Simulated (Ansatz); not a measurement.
## CH₄NOSb, SMILES N[CH]1[O][SbH]1: a polarisability from point charges

Program: Ansatz's Python interface.

Contents of `ch4nosb.xyz`:
```text
8

N    -0.00210    1.37020   -0.24870
C     0.42450    0.04490   -0.09680
O     0.54620   -0.26750    1.21990
Sb   -0.97240   -1.34800    0.51140
H    -0.42710    1.48350   -1.24910
H    -0.85350    1.60030    0.38690
H     1.33650   -0.23800   -0.70200
H     0.04010   -2.70250    0.12270
```

Script `field.py`:
```python
# -*- coding: utf-8 -*-
"""Dipole of CH4NOSb in the field of point charges."""

import ansatz as az
import numpy as np

ch4nosb = az.Crystal.molecule_from_extxyz("ch4nosb.xyz")

base = (
    ch4nosb.calculation()
    .basis(gaussian="def2-SVPD")
    .correlation("MP2")
    .accuracy("medium")
    .forces()
)
# charges +q and -q at -R and +R make a nearly even field 2 k q / R^2 at the centre
centre = np.mean([site.position_ang for site in ch4nosb.cartesian_sites], axis=0)
field = 2 * 14.399645 * 3.0 / 25.0 ** 2


def dipole(axis, sign):
    arm = 25.0 * np.eye(3)[axis]
    pair = [{"charge": sign * 3.0, "position_ang": (centre - arm).tolist()}, {"charge": -sign * 3.0, "position_ang": (centre + arm).tolist()}]
    deck = base.input().set(az.key.basis.gaussian.point_charges, pair)
    return np.array(az.Session.from_dict(deck).plan().execute().report["charge_distribution"]["dipole_moment_e_ang"])


print(f"field {field:.4f} V/A")
alpha = np.array([(dipole(axis, 1) - dipole(axis, -1)) / (2 * field) * 14.399645 for axis in range(3)])
print("polarisability tensor (A^3)")
print(np.array2string(alpha, precision=3, suppress_small=True))
print(f"mean {np.trace(alpha) / 3:.3f} A^3 = {np.trace(alpha) / 3 / 0.14818471:.2f} bohr^3")
```

Running `python field.py` prints:
```text
field 0.1382 V/A
polarisability tensor (A^3)
[[ 9.936  1.336 -0.646]
 [ 1.326 12.548 -0.839]
 [-0.638 -0.833  8.509]]
mean 10.331 A^3 = 69.72 bohr^3
```

These settings explore the input space; basis and method may be short of convergence. The geometry is a force-field or estimated start, not a minimum of this method, and the basis set is short of its limit. The field of two point charges is only nearly even. def2 sets replace the cores of elements past krypton by effective core potentials. Hardware and time: 59 s on 1 thread of Arm Neoverse V1 (shared host), peak memory 0.46 GiB.

(A comment or docstring line of the script was reworded after the run, the code is as it ran; lines on the test bed's own set-up are left out of the output.)
